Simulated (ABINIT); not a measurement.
Runs of ABINIT 10.8.3 (patched build) on InSb3. It takes space group Pm-3m (No. 221, cubic). The conventional cell has a = 4.806 Å, b = 4.806 Å, c = 4.806 Å, α = 90.00°, β = 90.00°, γ = 90.00°. Around Sb (site symmetry 4/mmm) lie 8 Sb at 3.40 Å and 4 In at 3.40 Å. In (site symmetry m-3m) has 12 Sb at 3.40 Å as nearest neighbours. The cell comes from a database or a generator and needn't be the stable form of this composition.

```csv
task,level,potentials or basis,k mesh,cutoff (eV),fine-grid cutoff,mesh quality,gap on the mesh (eV),V0 of scaled cells (Å³/atom),B0 (GPa)
equation of state,PBE,JTH PAW PBE v2.0,6 × 6 × 6,599,1197.3 eV,not flagged,-,(a),51
single point,PBEsol,PseudoDojo NC SR PBEsol v0.4.1 standard,6 × 6 × 6,1088,-,not flagged,none,-,-
equation of state,PBEsol,PseudoDojo NC SR PBEsol v0.4.1 standard,6 × 6 × 6,1088,-,not flagged,-,26.42,60
band structure,r2SCAN,JTH PAW PBE v2.0,5 × 5 × 5,707,1306.15 eV,not flagged,none,-,-
band structure,TB-mBJ,JTH PAW LDA v2.0,3 × 3 × 3,707,1306.15 eV,coarse,none,-,-
```

Alike in all rows: no spin polarisation; cell as given; smearing fermi-dirac 0.05 eV.

Q: Estimate the missing entries.

A: (a) 27.87.

Caveats: some runs use coarse meshes; pressures at fixed basis lie under the slope of the energies (some runs); the PAW data sets were made with another functional, which shifts forces and pressure a little (some runs); the constant c of TB-mBJ comes from the pseudo density here, which moves gaps by up to 0.3 eV between sets of potentials (some runs).

A k mesh can miss the band edges, and the runs leave out spin-orbit coupling on In, Sb.

A gap of «none» marks a metal or a gap under the smearing width.

Not every run made on this cell is shown here.
